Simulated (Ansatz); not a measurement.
# C₆H₁₉N₃OZr: a ladder of functionals and wavefunction methods

One table from this session's results is given with a row withheld; the runs are named, their logs left out.

The runs use Ansatz 0.2.0, Gaussian basis; functionals in def2-TZVPP, the program's frozen cores in correlated methods.

The runs, in order: LDA (SPW92), PBE-D4, revPBE-D4, BLYP-D4, r2SCAN-D4, B97M-V, PBE0-D4, B3LYP-D4, r2SCANh-D4, r2SCAN0-D4, HSE06-D4, BHLYP-D4, CAM-B3LYP-D4, LC-ωPBE, ωB97X-V, ωB97M-V, B2PLYP, PBE-QIDH; CCSD(T)/def2-SVP; CCSD(T)/def2-TZVPP; MP2/def2-QZVPP; extrapolation to the limit; RPA on PBE.

### The geometry

An earlier PBE0-D4 in a triple-zeta def2 set relaxation fixed the geometry. Zr takes the def2 core potential; no spin-orbit term is included.

SMILES `C[N](C)[Zr]([OH])([N](C)C)[N](C)C`, 30 atoms, charge 0, spin multiplicity 1.

Atoms are counted from 1 here; the program's logs count them from 0.

Bond lengths: C1–N2 1.442 Å, C1–H12 1.101 Å, C1–H13 1.097 Å, C1–H14 1.101 Å, N2–C3 1.438 Å, N2–Zr4 2.043 Å, C3–H15 1.092 Å, C3–H16 1.101 Å, C3–H17 1.101 Å, Zr4–O5 1.955 Å, Zr4–N6 2.044 Å, Zr4–N9 2.045 Å, O5–H18 0.951 Å, N6–C7 1.438 Å, N6–C8 1.442 Å, C7–H19 1.101 Å, C7–H20 1.092 Å, C7–H21 1.101 Å and more. Angles: N2–C1–H12 111.8°, N2–C1–H13 111.1°, N2–C1–H14 112.1°, H12–C1–H13 107.0°, H12–C1–H14 107.4°, H13–C1–H14 107.1°, C1–N2–C3 112.6°, C1–N2–Zr4 116.9°, C3–N2–Zr4 130.4°, N2–C3–H15 110.5°, N2–C3–H16 111.6°, N2–C3–H17 111.9°, H15–C3–H16 107.8°, H15–C3–H17 107.9°, H16–C3–H17 106.9°, N2–Zr4–O5 111.8°, N2–Zr4–N6 106.2°, N2–Zr4–N9 107.1° and more.

The first run:

in.yaml

```yaml
crystal:
  periodic: [false, false, false]
  atoms:
    - {symbol: C, position_ang: [-2.912253, -0.605313, -0.644215]}
    - {symbol: N, position_ang: [-1.564693, -1.024984, -0.347663]}
    - {symbol: C, position_ang: [-1.488903, -2.411071, 0.029048]}
    - {symbol: Zr, position_ang: [-0.082470, 0.351110, -0.639037]}
    - {symbol: O, position_ang: [-0.284726, 1.287260, -2.342905]}
    - {symbol: N, position_ang: [-0.142178, 1.604286, 0.974104]}
    - {symbol: C, position_ang: [-0.952149, 1.586703, 2.161904]}
    - {symbol: C, position_ang: [0.716229, 2.761267, 0.904956]}
    - {symbol: N, position_ang: [1.697013, -0.651321, -0.531980]}
    - {symbol: C, position_ang: [2.115439, -1.388251, -1.699211]}
    - {symbol: C, position_ang: [2.677293, -0.683364, 0.520308]}
    - {symbol: H, position_ang: [-3.574018, -0.706047, 0.229562]}
    - {symbol: H, position_ang: [-2.939189, 0.448412, -0.948224]}
    - {symbol: H, position_ang: [-3.357970, -1.189678, -1.463748]}
    - {symbol: H, position_ang: [-0.454087, -2.696516, 0.229924]}
    - {symbol: H, position_ang: [-2.077239, -2.617786, 0.936338]}
    - {symbol: H, position_ang: [-1.875801, -3.072934, -0.761734]}
    - {symbol: H, position_ang: [-0.396900, 1.875958, -3.081279]}
    - {symbol: H, position_ang: [-0.335365, 1.564520, 3.073638]}
    - {symbol: H, position_ang: [-1.594444, 0.703674, 2.172164]}
    - {symbol: H, position_ang: [-1.596725, 2.476892, 2.232897]}
    - {symbol: H, position_ang: [1.312648, 2.755742, -0.016575]}
    - {symbol: H, position_ang: [1.426331, 2.796125, 1.745322]}
    - {symbol: H, position_ang: [0.146874, 3.703289, 0.915545]}
    - {symbol: H, position_ang: [1.362670, -1.327505, -2.494347]}
    - {symbol: H, position_ang: [2.266785, -2.455647, -1.476938]}
    - {symbol: H, position_ang: [3.058451, -1.002547, -2.116363]}
    - {symbol: H, position_ang: [3.644095, -0.268835, 0.193501]}
    - {symbol: H, position_ang: [2.869753, -1.711102, 0.865204]}
    - {symbol: H, position_ang: [2.335531, -0.102335, 1.379803]}
basis:
  gaussian: {orbitals: def2-TZVPP}
hamiltonian: {xc: lda}
output: {orbitals: {seedname: orbitals}}
```

Launch:

```bash
$ ansatz run in.yaml --threads 11 --pin off --events-out ev --progress --plain --max-ram 174080MiB --backend cuda --devices 0, --max-vram 75GiB
```

Steps of the session up to this table: LDA; PBE-D4 (GGA); revPBE-D4 (GGA); BLYP-D4 (GGA); r2SCAN-D4 (meta-GGA); B97M-V (meta-GGA); B3LYP-D4 (hybrid); r2SCANh-D4 (hybrid); r2SCAN0-D4 (hybrid); HSE06-D4 (hybrid); BHLYP-D4 (hybrid); CAM-B3LYP-D4 (range-separated); LC-ωPBE (range-separated); ωB97X-V (range-separated); ωB97M-V (range-separated); B2PLYP (double hybrid); PBE-QIDH (double hybrid).

One of the session's tables, all rows but one given; the rest of the session is left out.

It belongs to the step «Orbital energies across the functionals». 

```
  functional  HOMO (eV)  gap (eV)
 LDA (SPW92)      -4.77      4.07
      PBE-D4      -4.65      4.12
   revPBE-D4          ?         ?
     BLYP-D4      -4.54      4.06
   r2SCAN-D4      -4.85      4.61
      B97M-V      -5.02      4.49
     PBE0-D4      -5.87      6.02
    B3LYP-D4      -5.67      5.57
  r2SCANh-D4      -5.32      5.39
  r2SCAN0-D4      -6.03      6.52
    HSE06-D4      -5.47      5.28
    BHLYP-D4      -7.05      7.71
CAM-B3LYP-D4      -7.21      8.00
     LC-ωPBE      -8.50     10.31
     ωB97X-V      -8.21      9.85
     ωB97M-V      -8.14      9.22
```

Q: Estimate the row for revPBE-D4 from the others.

**Answer.** HOMO (eV): -4.59; gap (eV): 4.13. In the column «HOMO (eV)» it lies between PBE-D4 (-4.65) and BLYP-D4 (-4.54).
